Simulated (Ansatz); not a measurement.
# TaN: the cost of one run

Program: Ansatz 0.2.0. Level of theory: DFT LDA+U (U_eff = 2 eV on Ta d), plane waves, PAW, no spin–orbit coupling unless a run says so. These are calculated values, not measurements.

**1. The starting structure**

The structure is cubic, space group Fm-3m (No. 225). The conventional cell has a = 4.358 Å, b = 4.358 Å, c = 4.358 Å, α = 90.00°, β = 90.00°, γ = 90.00°. Ta (site symmetry m-3m) has 6 N at 2.18 Å as nearest neighbours. N (site symmetry m-3m) is surrounded by 6 Ta at 2.18 Å.

Coordinates:

```
Ta N
1.0
     0.00000    2.17900    2.17900
     2.17900    0.00000    2.17900
     4.35800    4.35800    0.00000
Ta N
2 2
Direct
  0.50000 0.50000 0.25000
  0.50000 0.50000 0.75000
  0.00000 0.00000 0.00000
  0.00000 0.00000 0.50000
```

Magnetic order typed: antiferromagnetic, doubled cell 0 0 1/2.

**2. From atoms, symmetry kept, no search**

input.yaml reads:

```yaml
crystal:
  lattice:
    - [0.0, 2.17900131, 2.17900131]
    - [2.17900131, 0.0, 2.17900131]
    - [4.35800262, 4.35800262, 0.0]
  atoms:
    - { symbol: Ta, position: [0.5, 0.5, 0.25], spin: 2.0 }
    - { symbol: "N", position: [0.0, 0.0, 0.0] }
    - { symbol: Ta, position: [0.5, 0.5, 0.75], spin: -2.0 }
    - { symbol: "N", position: [0.0, 0.0, 0.5] }
basis:
  ecutwfc: 420
  ecutrho_ratio: 4
kpoints:
  mp_grid: { grid: [7, 7, 7] }
hamiltonian:
  xc: lda
  hubbard:
    sites: [{ site: 0, l: d, u_eff: 2.0 }, { site: 2, l: d, u_eff: 2.0 }]
scf:
  occupations: { method: gaussian, width: 0.05 }
  lower_state_search: "off"
  max_iter: 150
output:
  forces: true
  stress: true
  eigenvalues: true
  populations: true
  hubbard: { sites: [{ site: 0, l: d }, { site: 2, l: d }] }
magnetization:
  spin_polarized: true
```

Started as:

```bash
$ ansatz run input.yaml --threads 2 --pin off --max-ram 3072MiB --backend cpu --events-out ev --progress --plain --runs-dir out
```

Q: Estimate wall time and peak memory on 2 threads of Arm Neoverse V2, shared host.

About 6.4 s, with a peak of 0.4 GiB.
